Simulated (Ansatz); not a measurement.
**C2H8FNOSi: a ladder of functionals and wavefunction methods**

How much do the methods differ for C2H8FNOSi? The plan is to run it at one geometry with functionals of several rungs and with coupled cluster. The yardstick is the atomisation energy at the CCSD(T) limit.

Method: functionals in def2-TZVPP, the program's frozen cores in correlated methods; program: Ansatz 0.2.0, Gaussian basis.

Plan: PBE-D4, r2SCAN-D4, PBE0-D4, B3LYP-D4, ωB97X-V, ωB97M-V, B2PLYP; CCSD(T)/def2-TZVPP; MP2/def2-QZVPP; extrapolation to the limit.

## (1) The relaxed structure

The geometry comes from an earlier relaxation with PBE0-D4 in a triple-zeta def2 set; it is a stationary point, not always the lowest conformer.

SMILES `CN[SiH](F)OC`, 14 atoms, charge 0, spin multiplicity 1.

Atoms are counted from 1 here; the program's logs count them from 0.

Bond lengths: C1–N2 1.447 Å, C1–H7 1.093 Å, C1–H8 1.095 Å, C1–H9 1.096 Å, N2–Si3 1.696 Å, N2–H10 1.007 Å, Si3–F4 1.598 Å, Si3–O5 1.625 Å, Si3–H11 1.475 Å, O5–C6 1.412 Å, C6–H12 1.093 Å, C6–H13 1.091 Å, C6–H14 1.095 Å. Angles: N2–C1–H7 109.6°, N2–C1–H8 111.6°, N2–C1–H9 112.9°, H7–C1–H8 107.1°, H7–C1–H9 107.3°, H8–C1–H9 108.1°, C1–N2–Si3 125.3°, C1–N2–H10 114.8°, Si3–N2–H10 118.7°, N2–Si3–F4 104.3°, N2–Si3–O5 111.4°, N2–Si3–H11 117.4°, F4–Si3–O5 112.5°, F4–Si3–H11 107.5°, O5–Si3–H11 104.0°, Si3–O5–C6 125.4°, O5–C6–H12 110.4°, O5–C6–H13 108.4° and more.

## (2) PBE-D4 (GGA)

File in.yaml:

```yaml
crystal:
  periodic: [false, false, false]
  atoms:
    - {symbol: C, position_ang: [0.622741, -0.785557, -1.642108]}
    - {symbol: N, position_ang: [0.187788, 0.505459, -1.155580]}
    - {symbol: Si, position_ang: [0.558983, 1.155905, 0.365560]}
    - {symbol: F, position_ang: [-0.283819, 2.511970, 0.431289]}
    - {symbol: O, position_ang: [0.171934, 0.126176, 1.561284]}
    - {symbol: C, position_ang: [-1.067667, -0.534325, 1.702443]}
    - {symbol: H, position_ang: [0.985344, -1.389537, -0.807063]}
    - {symbol: H, position_ang: [-0.200459, -1.339109, -2.105129]}
    - {symbol: H, position_ang: [1.437636, -0.713754, -2.371504]}
    - {symbol: H, position_ang: [-0.197467, 1.113286, -1.859609]}
    - {symbol: H, position_ang: [1.968767, 1.497034, 0.631744]}
    - {symbol: H, position_ang: [-1.756854, 0.073055, 2.295482]}
    - {symbol: H, position_ang: [-0.898141, -1.479229, 2.221788]}
    - {symbol: H, position_ang: [-1.528787, -0.741355, 0.731403]}
basis:
  gaussian: {orbitals: def2-TZVPP}
hamiltonian: {xc: pbe, dispersion: d4}
output: {forces: true, orbitals: {seedname: orbitals}}
```

Run with:

```
> ansatz run in.yaml --threads 2 --pin off --events-out ev --progress --plain --max-ram 22528MiB --backend cuda --devices 0, --max-vram 18GiB
```

The runs that follow: r2SCAN-D4 (meta-GGA); PBE0-D4 (hybrid); B3LYP-D4 (hybrid); ωB97X-V (range-separated); ωB97M-V (range-separated); B2PLYP (double hybrid); CCSD(T) in def2-TZVPP; MP2 in def2-QZVPP.

Q: Predict the results of all the runs planned. Wanted: atomisation energy, CCSD(T)/CBS; farthest; mean size of error, hybrid; mean size of error, range-separated; gap, smallest and largest; T1 diagnostic; triples share of the correlation energy.

**Answer**, as computed:

```
                               quantity                                  value
        atomisation energy, CCSD(T)/CBS                              56.217 eV
    functionals within 0.281 eV (0.5 %)  r2SCAN-D4, B3LYP-D4, ωB97X-V, ωB97M-V
                               farthest                     PBE-D4 (+0.669 eV)
             mean size of error, hybrid                               0.214 eV
    mean size of error, range-separated                               0.063 eV
              gap, smallest and largest   5.82 eV (PBE-D4), 12.40 eV (ωB97X-V)
                          T1 diagnostic                                 0.0109
triples share of the correlation energy                                  3.4 %
```

**Reading.** PBE-D4 is off by +0.669 eV. Double hybrids carry the basis error of their MP2 part in triple zeta, and no dispersion term here, so their miss is partly the set-up's. The reference freezes the cores and leaves out relativity and excitations past (T), so misses under about 0.281 eV can't be ranked. Hartree-Fock recovers 73 % of the binding; the rest is correlation. The gap grows from 5.8 to 12.4 eV across the functionals, mostly with the share of exact exchange.
